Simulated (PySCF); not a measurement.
# RbGa: basis, grid and Hamiltonian

The method stays; parts of the set-up, such as the basis or the Hamiltonian, are changed.

Method: method and basis as typed in the scripts; program: PySCF 2.14.0.

3 further runs of the same task are left out: 3 that didn't finish.

### Step 1. Starting geometry

RbGa: 2 atoms, charge 0, spin multiplicity 1.

No contacts short enough for the rule that draws bonds.

### Step 2. The run that the others are compared with

input.py

```python
from pyscf import gto, scf, mp

mol = gto.M(
    atom='Rb 0 0 0; Ga 0 0 3.755',
    basis='lanl2dz',
    ecp={'Rb': 'lanl2dz', 'Ga': 'lanl2dz'},
    charge=0,
    spin=0,
    verbose=4,
)
mf = scf.RHF(mol)
mf.kernel()
mp.MP2(mf).kernel()
mf.dip_moment()
print('orbital energies (hartree):', mf.mo_energy[..., max(0, mol.nelec[1]-3):mol.nelec[0]+3].round(4))
```

Command:

```console
OMP_NUM_THREADS=1 python input.py
```

Its log is not repeated here.

It gives: E(SCF) = -25.511507 Eh, 9 cycles, E(MP2) − E(SCF) = -0.02890 Eh, μ = 5.43 D (of the SCF density).

The bond length is a typed value, not an optimised one.

### Step 3. Def2-svp

Variant 1 changes basis set: lanl2dz → def2-svp. The core potential changes with it: totals don't compare.

input.py

```python
from pyscf import gto, scf, mp

mol = gto.M(
    atom='Rb 0 0 0; Ga 0 0 3.755',
    basis='def2-svp',
    ecp={'Rb': 'def2-svp'},
    charge=0,
    spin=0,
    verbose=4,
)
mf = scf.RHF(mol)
mf.kernel()
mp.MP2(mf).kernel()
mf.dip_moment()
print('orbital energies (hartree):', mf.mo_energy[..., max(0, mol.nelec[1]-3):mol.nelec[0]+3].round(4))
```

Command:

```console
OMP_NUM_THREADS=1 python input.py
```

### Step 4. Crenbl

Variant 2 changes basis set: lanl2dz → crenbl. The core potential changes with it: totals don't compare.

input.py, as its differences from that of step 2:

```diff
@@ -4,4 +4,4 @@
     atom='Rb 0 0 0; Ga 0 0 3.755',
-    basis='lanl2dz',
-    ecp={'Rb': 'lanl2dz', 'Ga': 'lanl2dz'},
+    basis='crenbl',
+    ecp={'Rb': 'crenbl', 'Ga': 'crenbl'},
     charge=0,
```

### Step 5. Density fitting auto

Variant 3 changes density fitting: none → auto.

input.py, as its differences from that of step 2:

```diff
@@ -11,2 +11,3 @@
 mf = scf.RHF(mol)
+mf = mf.density_fit()
 mf.kernel()
```

### Step 6. Density fitting weigend

Variant 4 changes density fitting: none → weigend.

input.py, as its differences from that of step 2:

```diff
@@ -11,2 +11,3 @@
 mf = scf.RHF(mol)
+mf = mf.density_fit(auxbasis='weigend')
 mf.kernel()
```

### Step 7. Sbkjc

Variant 5 changes basis set: lanl2dz → sbkjc. The core potential changes with it: totals don't compare.

input.py, as its differences from that of step 2:

```diff
@@ -4,4 +4,4 @@
     atom='Rb 0 0 0; Ga 0 0 3.755',
-    basis='lanl2dz',
-    ecp={'Rb': 'lanl2dz', 'Ga': 'lanl2dz'},
+    basis='sbkjc',
+    ecp={'Rb': 'sbkjc', 'Ga': 'sbkjc'},
     charge=0,
```

What does the calculation give? Wanted: for each run, E(SCF); from base; gap; SCF dipole; after the SCF.

**Answer**, as computed:

| run | E(SCF) (hartree) | from base (eV) | cycles | gap (eV) | SCF dipole (D) | functions | after the SCF |
| --- | --- | --- | --- | --- | --- | --- | --- |
| base | -25.511507 | 0 | 9 | 3.92 | 5.43 | 20 | MP2 correlation -0.786 eV |
| def2-svp | -1946.760234 | not comparable | 11 | 3.89 | 5.65 | 56 | MP2 correlation -7.777 eV |
| crenbl | -101.271532 | not comparable | 10 | 3.83 | 5.16 | 52 | MP2 correlation -9.411 eV |
| density fitting auto | -25.512784 | -0.0347 | 9 | 3.93 | 5.45 | 20 | MP2 correlation -0.784 eV |
| density fitting weigend (poor choice) | -25.451114 | not comparable | 9 | 3.95 | 5.29 | 20 | MP2 correlation -0.784 eV |
| sbkjc | -257.253958 | not comparable | 14 | 4.00 | 4.13 | 39 | MP2 correlation -10.710 eV |

**Reading.** Rows marked «poor choice» come from settings spoiled on purpose.
